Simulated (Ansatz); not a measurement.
Write a Python script for Ansatz's Python interface that makes the levels without and with spin-orbit coupling of CsH, space group Pm-3m. Level of theory (first run): PBEsol, PAW, the default cutoff (420 eV here), 6×6×6 k-points, fixed occupations.

Contents of `csh.cif`:
```cif
data_CsH
_cell_length_a 3.818409
_cell_length_b 3.818409
_cell_length_c 3.818409
_cell_angle_alpha 90.00000
_cell_angle_beta 90.00000
_cell_angle_gamma 90.00000
_symmetry_space_group_name_H-M 'P 1'
_symmetry_Int_Tables_number 1
loop_
_symmetry_equiv_pos_as_xyz
'x, y, z'
loop_
_atom_site_label
_atom_site_type_symbol
_atom_site_fract_x
_atom_site_fract_y
_atom_site_fract_z
Cs1 Cs    0.000000    0.000000    0.000000
H2 H    0.500000    0.500000    0.500000
```

The script, `csh.py`:
```python
# -*- coding: utf-8 -*-
import warnings

import ansatz as az
from ase.io import read

XC = "PBEsol"
OCCUPATIONS = "Fixed"


def main():
    warnings.simplefilter("ignore", az.DeckWarning)

    atoms = read("csh.cif")
    structure = az.Crystal.from_ase(atoms)

    model = structure.calculation().functional(XC).kpoints(6).occupations(OCCUPATIONS).band_table()
    for label, variant in (("scalar-relativistic", model), ("spin-orbit", model.spin(soc=True))):
        rep = variant.run().report
        zero = rep["band_edges_ev"][0] if rep.get("band_edges_ev") else rep["fermi_energy_ev"]
        near = [round(e - zero, 3) for e in rep["eigenvalues_ev"][0] if abs(e - zero) < 3]
        print(label)
        print("  band edges (eV):", [round(e, 3) for e in rep.get("band_edges_ev") or []] or "none reported")
        print("  levels at k =", rep["kpoints_frac"][0], "within 3 eV of the zero:", near)


if __name__ == "__main__":
    main()
```

```console
$ python csh.py
scalar-relativistic
  band edges (eV): [4.332, 6.787]
  levels at k = [0.0, 0.0, 0.0] within 3 eV of the zero: [-2.053]
spin-orbit
  band edges (eV): [4.329, 6.787]
  levels at k = [0.0, 0.0, 0.0] within 3 eV of the zero: [-2.052, -2.052]
```

The computed bands are complete only to about 5.4 eV above the Fermi level. This cell is a computed structure, which may not be the phase found in nature. Gaps and levels are Kohn-Sham values on a finite set of k-points. With spin-orbit coupling each level holds one electron and, with inversion or at time-reversal points, comes in pairs; a window in energy can cut a split set. It ran for 4 s on 1 thread of Arm Neoverse V2, on a shared host, peak memory 0.51 GiB.
